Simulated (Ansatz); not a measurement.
**FGaHO radical (SMILES [OH][Ga][F]): one structure at several levels**

An exercise on one series of results from a longer session: the logs are not shown, and one member is left open.

The runs use Ansatz 0.2.0, Gaussian basis; single points in def2-TZVPP.

Correlated methods freeze the cores. Filled d shells of the heavier atoms are correlated. Orbitals are unrestricted.

**The starting structure**

SMILES `[OH][Ga][F]`, 4 atoms, charge 0, spin multiplicity 2.

Atoms are counted from 1 here; the program's logs count them from 0.

Bond lengths: O1–Ga2 1.843 Å, O1–H4 1.030 Å, Ga2–F3 1.642 Å. Angles: Ga2–O1–H4 129.8°, O1–Ga2–F3 126.9°.

As a file:

```
O    -0.9532    0.2091   -0.4762
Ga    0.7297    0.0848    0.2646
F     1.4559   -1.2696    0.8430
H    -1.3830    0.9785   -1.0099
```

The first run:

The input, run/in.yaml:

```yaml
crystal:
  periodic: [false, false, false]
  atoms:
    - {symbol: O, position_ang: [-0.953200, 0.209100, -0.476200]}
    - {symbol: Ga, position_ang: [0.729700, 0.084800, 0.264600]}
    - {symbol: F, position_ang: [1.455900, -1.269600, 0.843000]}
    - {symbol: H, position_ang: [-1.383000, 0.978500, -1.009900]}
basis:
  gaussian: {orbitals: def2-TZVPP}
magnetization: {spin_polarized: true, initial_magnetization: 1}
correlation: {method: ccsd_t}
scf: {omitted_lower_state_checks: [cluster_reference]}
output: {forces: true}
```

Started as:

```sh
> ansatz run in.yaml --threads 8 --pin off --events-out ev --progress --plain --max-ram 10444MiB
```

Steps of the session up to this table: CCSD(T)/def2-TZVPP; PBE0-D4/def2-TZVPP; wB97M-V/def2-TZVPP; r2SCAN-D4/def2-TZVPP; PBE-D4/def2-TZVPP; wB97X-V/def2-TZVPP; BHLYP-D4/def2-TZVPP.

One of the session's tables, all rows but one given; the rest of the session is left out.

| method | RMS force component (eV/Å) | angle to CCSD(T) forces (°) | dipole (D) |
| --- | --- | --- | --- |
| CCSD(T) | 2.148 | reference | 2.19 |
| PBE0-D4 | 2.156 | 1.8 | 2.24 |
| wB97M-V | 2.193 | 1.7 | 2.26 |
| r2SCAN-D4 | 2.116 | 1.3 | 2.16 |
| PBE-D4 | 2.224 | 7.9 | 2.12 |
| wB97X-V | 2.190 | 1.3 | 2.23 |
| BHLYP-D4 | ? | ? | ? |

Q: Estimate the row for BHLYP-D4 from the others.

The run gave: RMS force component (eV/Å): 2.195; angle to CCSD(T) forces (°): 6.0; dipole (D): 2.41. In the column «RMS force component (eV/Å)» it lies between wB97M-V (2.193) and PBE-D4 (2.224).
